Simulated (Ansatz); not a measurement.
# CH8AlNSi: small, medium and large basis sets

The task here is to estimate one member of a computed series from the others.

Method: one geometry, several basis sets; program: Ansatz 0.2.0, Gaussian basis.

The runs, in order: PBE0-D4/def2-SVP; ωB97M-V/def2-SVP; PBE0-D4/def2-QZVPP; ωB97M-V/def2-QZVPP; the functionals' def2-TZVPP values are taken from earlier runs.

## The geometry

An earlier PBE0-D4 in a triple-zeta def2 set relaxation fixed the geometry.

12 atoms, charge 0, spin multiplicity 1.

Atoms are counted from 1 here; the program's logs count them from 0.

Bond lengths: N1–C2 1.520 Å, N1–Al3 2.002 Å, N1–H5 1.010 Å, N1–H6 1.010 Å, C2–Al3 1.954 Å, C2–H7 1.087 Å, C2–H8 1.087 Å, Al3–Si4 2.449 Å, Al3–H9 1.590 Å, Si4–H10 1.497 Å, Si4–H11 1.493 Å, Si4–H12 1.493 Å. Angles: C2–N1–Al3 65.8°, C2–N1–H5 114.0°, C2–N1–H6 113.9°, Al3–N1–H5 123.5°, Al3–N1–H6 122.4°, H5–N1–H6 109.2°, N1–C2–Al3 69.1°, N1–C2–H7 110.6°, N1–C2–H8 110.7°, Al3–C2–H7 122.8°, Al3–C2–H8 123.2°, H7–C2–H8 110.5°, N1–Al3–C2 45.2°, N1–Al3–Si4 109.4°, N1–Al3–H9 110.2°, C2–Al3–Si4 116.6°, C2–Al3–H9 117.9°, Si4–Al3–H9 125.4° and more.

Set-up of the first run:

File in.yaml:

```yaml
crystal:
  periodic: [false, false, false]
  atoms:
    - {symbol: N, position_ang: [-1.346443, 0.784779, 0.060859]}
    - {symbol: C, position_ang: [-0.238291, 1.396948, 0.902402]}
    - {symbol: Al, position_ang: [-0.052231, -0.546336, 0.809052]}
    - {symbol: Si, position_ang: [1.345299, -1.427580, -0.998133]}
    - {symbol: H, position_ang: [-1.342228, 1.084104, -0.904060]}
    - {symbol: H, position_ang: [-2.271581, 0.915952, 0.445282]}
    - {symbol: H, position_ang: [-0.652128, 1.907933, 1.767868]}
    - {symbol: H, position_ang: [0.361321, 2.080898, 0.307922]}
    - {symbol: H, position_ang: [-0.751073, -1.416809, 1.940739]}
    - {symbol: H, position_ang: [1.438281, -0.439014, -2.118739]}
    - {symbol: H, position_ang: [0.835637, -2.693467, -1.604813]}
    - {symbol: H, position_ang: [2.750537, -1.702507, -0.574381]}
basis:
  gaussian: {orbitals: def2-SVP}
hamiltonian: {xc: pbe0, dispersion: d4}
output: {orbitals: {seedname: orbitals}}
```

Among the steps run: PBE0-D4 in def2-SVP; ωB97M-V in def2-SVP; PBE0-D4 in def2-QZVPP; ωB97M-V in def2-QZVPP.

One table of the session follows, with a row left open; its other results are not shown here.

It belongs to the step «Functionals by basis». 

| functional | basis | HOMO (eV) |
| --- | --- | --- |
| PBE0-D4 | def2-SVP | -6.83 |
| PBE0-D4 | def2-TZVPP | -6.84 |
| PBE0-D4 | def2-QZVPP | -6.85 |
| ωB97M-V | def2-SVP | -8.93 |
| ωB97M-V | def2-TZVPP | -8.96 |
| ωB97M-V | def2-QZVPP | ? |

Q: Estimate the row for ωB97M-V, def2-QZVPP from the others.

As computed: HOMO (eV): -8.97. In the column «HOMO (eV)» it is the lowest.
